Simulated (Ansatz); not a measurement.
**Si2H5ClO2 (SMILES O[SiH2][SiH](O)Cl) at MP2/cc-pVDZ**

What is the energy change on altering one bond length of Si2H5ClO2 at MP2/cc-pVDZ? 

The calculation is run with Ansatz 0.2.0.

45 further runs of the same task are left out: 45 set aside as unsound or not needed.

## 1. The molecule

Si2H5ClO2: 10 atoms, total charge 0, spin state singlet. SMILES: `O[SiH2][SiH](O)Cl`. The shape is that of a PBE0-D4/def2-TZVP optimisation. This is one conformer, not always the lowest.

Bond lengths: O1–Si2 1.650 Å, Si2–Si3 2.348 Å, Si3–O4 1.649 Å, Si3–Cl5 2.066 Å, O1–H6 0.960 Å, Si2–H7 1.491 Å, Si2–H8 1.483 Å, Si3–H9 1.486 Å, O4–H10 0.960 Å. Some angles: O1–Si2–Si3 106.6°, Si2–Si3–O4 101.2°, Si2–Si3–Cl5 111.9°, O4–Si3–Cl5 110.1°, O1–Si2–H7 111.9°, O1–Si2–H8 108.3°, Si3–Si2–H7 109.2°, Si3–Si2–H8 112.4°, Si2–O1–H6 115.5°, Si2–Si3–H9 117.8°.

## 2. The energy at MP2/cc-pVDZ

input.yaml

```yaml
basis:
  gaussian:
    orbitals: cc-pVDZ
crystal:
  periodic: [false, false, false]
  atoms:
    - {symbol: O, position_ang: [-0.930000, 0.870600, 1.737400]}
    - {symbol: Si, position_ang: [-0.447400, 1.332200, 0.228900]}
    - {symbol: Si, position_ang: [0.341100, -0.602400, -0.843800]}
    - {symbol: O, position_ang: [0.842400, -1.502200, 0.443500]}
    - {symbol: Cl, position_ang: [-1.163400, -1.590800, -1.857000]}
    - {symbol: H, position_ang: [-0.481100, 0.102500, 2.098700]}
    - {symbol: H, position_ang: [0.646000, 2.345000, 0.279800]}
    - {symbol: H, position_ang: [-1.611200, 1.931000, -0.468100]}
    - {symbol: H, position_ang: [1.430200, -0.446300, -1.842900]}
    - {symbol: H, position_ang: [1.198600, -2.379200, 0.286500]}
correlation:
  method: mp2
  frozen_orbitals: {Cl: 5, H: 0, O: 1, Si: 5}
accuracy: high
```

Started as:

```
$ ansatz run input.yaml --threads 1 --pin off --max-ram 2610MiB --events-out events.jsonl --progress --plain --runs-dir runs
```

The program printed:

```text
Warning: RAYON_NUM_THREADS=1 ignored (pool sized by the plan → 1); use --threads N
Functional definition: HF
  name "HF"
  exchange = exact_x
  correlation = 0
2472 factors; integrals over basis functions are off by at most 5.7e-9 eV
mean field evaluation 1: about -32381.1997 eV, gradient 4.4e1 eV
mean field evaluation 2: about -32381.2202 eV, gradient 4.4e1 eV
mean field evaluation 4: about -32385.3028 eV, gradient 3.1e0 eV
mean field evaluation 8: about -32385.3412 eV, gradient 1.0e-4 eV
mean field -32385.34116334 eV, -1190.1393361801 hartree, gradient 1.5e-8 eV, S^2 0.000000; 0 other end points of the search recorded, 0 dependent functions left out
17 core orbitals not correlated: weight in the atoms' cores, before any rotation towards them, 1.000 or more for the frozen orbitals, at most 0.000 for the correlated occupied ones
reference -32385.34116334 eV, -1190.1393361801 hartree; 16, 16 occupied and 74, 74 virtual orbitals, 2472 factors
second order -19.05019277 eV of doubles, -0.00000000 eV of singles
Total energy: -32404.39135611 eV, -1190.8394178517 hartree
```

It took 6.3 s on 1 thread of Arm Neoverse V2, shared host; peak memory 0.39 GiB.

## 3. The distorted shape

input.yaml

```yaml
crystal:
  periodic: [false, false, false]
  atoms:
    - {symbol: O, position_ang: [-1.289120, 1.485080, 1.448360]}
    - {symbol: Si, position_ang: [-0.806520, 1.946680, -0.060140]}
    - {symbol: Si, position_ang: [-0.018020, 0.012080, -1.132840]}
    - {symbol: O, position_ang: [0.483280, -0.887720, 0.154460]}
    - {symbol: Cl, position_ang: [-1.522520, -0.976320, -2.146040]}
    - {symbol: H, position_ang: [-0.481100, 0.102500, 2.098700]}
    - {symbol: H, position_ang: [0.286880, 2.959480, -0.009240]}
    - {symbol: H, position_ang: [-1.970320, 2.545480, -0.757140]}
    - {symbol: H, position_ang: [1.071080, 0.168180, -2.131940]}
    - {symbol: H, position_ang: [0.839480, -1.764720, -0.002540]}
basis:
  gaussian:
    orbitals: cc-pVDZ
correlation:
  method: mp2
  frozen_orbitals: {Cl: 5, H: 0, O: 1, Si: 5}
accuracy: high
```

Started as:

```
$ ansatz run input.yaml --threads 1 --pin off --max-ram 2610MiB --events-out events.jsonl --progress --plain --runs-dir runs
```

The program printed:

```text
Warning: RAYON_NUM_THREADS=1 ignored (pool sized by the plan → 1); use --threads N
[... 4 set-up lines as earlier in the session ...]
2484 factors; integrals over basis functions are off by at most 9.4e-9 eV
mean field evaluation 1: about -32374.7812 eV, gradient 4.9e1 eV
mean field evaluation 2: about -32374.8490 eV, gradient 4.9e1 eV
mean field evaluation 4: about -32380.4631 eV, gradient 4.9e0 eV
mean field evaluation 8: about -32380.5932 eV, gradient 7.2e-1 eV
mean field evaluation 16: about -32380.5979 eV, gradient 3.2e-7 eV
mean field -32380.59786097 eV, -1189.9650230333 hartree, gradient 2.5e-8 eV, S^2 0.000000; 0 other end points of the search recorded, 0 dependent functions left out; unrestricted orbitals would lower it
17 core orbitals not correlated: weight in the atoms' cores, before any rotation towards them, 1.000 or more for the frozen orbitals, at most 0.000 for the correlated occupied ones
reference -32380.59786097 eV, -1189.9650230333 hartree; 16, 16 occupied and 74, 74 virtual orbitals, 2484 factors
second order -19.90531155 eV of doubles, -0.00000000 eV of singles
Total energy: -32400.50317253 eV, -1190.6965297405 hartree
```

Run time: 7.8 s. Hardware: 1 thread of Arm Neoverse V2, shared host; peak memory 0.38 GiB.

## 4. Results

At MP2/cc-pVDZ, 17 core orbitals frozen:

| quantity | value |
| --- | --- |
| first shape: total energy | -1190.83942 Eh |
| first shape: correlation energy (17 core orbitals frozen) | -700.1 mEh |
| distorted shape: total energy | -1190.69653 Eh |
| distorted shape: correlation energy (17 core orbitals frozen) | -731.5 mEh |
| energy change with the O1–H6 bond stretched from 0.960 to 1.728 Å | 3.888 eV |

**Reading.** One bond (distorted shape) is far stretched, which a spin-restricted single reference describes badly; perturbation theory on it can break down and give far too much correlation. With the O1–H6 bond stretched from 0.960 to 1.728 Å the energy rises by 3.89 eV (90 kcal/mol). The first shape isn't relaxed at this level, so the change isn't measured from a minimum. A restricted reference can't describe the breaking bond well at this length. The restricted solution (distorted shape) is unstable to spin breaking: an unrestricted one lies lower.
